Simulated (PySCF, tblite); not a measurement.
**C₅H₈OSeSi₂: geometry, infrared bands and NMR shifts**

What infrared bands and NMR shifts should C₅H₈OSeSi₂ (`C#CC1([SiH2]O[SiH2][SeH])C=C1`) show?

The runs use tblite 0.8.0 and PySCF 2.14.0, with density-fitted response routines of our own; the level of theory stands in each step. All values are computed, except where a source is named. Atoms are numbered from 0 throughout.

**1. The molecule as given**

17 atoms, charge 0, multiplicity 1; geometry from: force field or distance geometry start.

Bonds of the start (Å): C0–C1 1.20, C1–C2 1.45, C2–Si3 1.85, Si3–O4 1.71, O4–Si5 1.71, Si5–Se6 2.29, C2–C7 1.48, C7–C8 1.33, C8–C2 1.48, C0–H9 1.07, Si3–H10 1.49, Si3–H11 1.46, Si5–H12 1.48, Si5–H13 1.49, Se6–H14 1.53, C7–H15 1.10, C8–H16 1.10.

**2. Optimising the geometry with GFN2-xTB**

The job: settings as JSON, then the geometry in Å.

```
{"job": {"kind": "relax", "xc": "GFN2-xTB", "basis": "xTB"}, "charge": 0, "multiplicity": 1}
C     -1.186700     2.238600     1.478500
C     -1.198100     1.173200     0.916700
C     -1.164100    -0.127300     0.274100
Si    -0.265500    -0.251000    -1.339700
O      0.996300    -1.411100    -1.300700
Si     2.457200    -0.592400    -0.973000
Se     2.425000    -0.071100     1.256300
C     -2.421800    -0.902800     0.371300
C     -1.403800    -1.312000     1.122400
H     -1.192700     3.196100     1.957900
H     -1.215800    -0.682700    -2.399700
H      0.299600     1.059500    -1.640200
H      2.562500     0.700300    -1.680200
H      3.649100    -1.402800    -1.332200
H      2.057300     1.407600     1.375100
H     -3.458600    -1.028300     0.040900
H     -0.946800    -1.981700     1.862300
```

The run is started by

```console
> OMP_NUM_THREADS=1 python probes_run.py task.json out
```

This one command runs all jobs of the session in turn.

**Question.** This job is followed by: GFN2-xTB harmonic vibrations, gas phase; GIAO PBE0/pcSseg-1 NMR shielding, non-relativistic, gas phase. What will the session give for the following? strongest single infrared mode (GFN2-xTB); zero-point energy (GFN2-xTB); ¹³C shifts against TMS (PBE0/pcSseg-1, means over atoms taken as alike); ¹H shifts against TMS (PBE0/pcSseg-1, means over atoms taken as alike); ²⁹Si shifts against TMS (PBE0/pcSseg-1); ¹⁷O shifts against H2O (PBE0/pcSseg-1); ⁷⁷Se shifts against Me2Se (PBE0/pcSseg-1).

As calculated:

```
                                                               quantity                             value
                              strongest single infrared mode (GFN2-xTB)             1079 cm⁻¹, 592 km/mol
                                           zero-point energy (GFN2-xTB)                     62.2 kcal/mol
¹³C shifts against TMS (PBE0/pcSseg-1, means over atoms taken as alike)        119.5, 99.7, 71.1, 6.9 ppm
 ¹H shifts against TMS (PBE0/pcSseg-1, means over atoms taken as alike)  7.30, 5.90, 4.99, 2.73, 1.33 ppm
                                ²⁹Si shifts against TMS (PBE0/pcSseg-1)                  -16.7, -19.5 ppm
                                 ¹⁷O shifts against H2O (PBE0/pcSseg-1)                          47.3 ppm
                              ⁷⁷Se shifts against Me2Se (PBE0/pcSseg-1)                          -377 ppm
```

**Reading.** Relaxing lowered the energy by 1.140 eV in 170 steps; the close pair that moved most is O4–Si5, from 1.706 to 1.612 Å. All 45 modes are real, so the xTB geometry is a minimum. The strongest single mode, at 1079 cm⁻¹, moves mainly O4. Unscaled tight-binding wavenumbers are off by several per cent, some by more. Its intensities can rank the bands wrongly. The most deshielded carbon is C7, C8 (mean) (alkene CH), at 119.5 ppm: as expected for a trigonal carbon in a double bond. H15, H16 (mean) (hydrogen on an alkene CH) lies farthest downfield among hydrogen, at 7.30 ppm; attached to an sp2 carbon and in the plane of the double bond. At PBE0/pcSseg-1: The widest tensor belongs to Se6: span 566 ppm, with a paramagnetic part of -870 ppm. Spin-orbit coupling is left out, which matters for shieldings and couplings at and beside the heavy atoms.
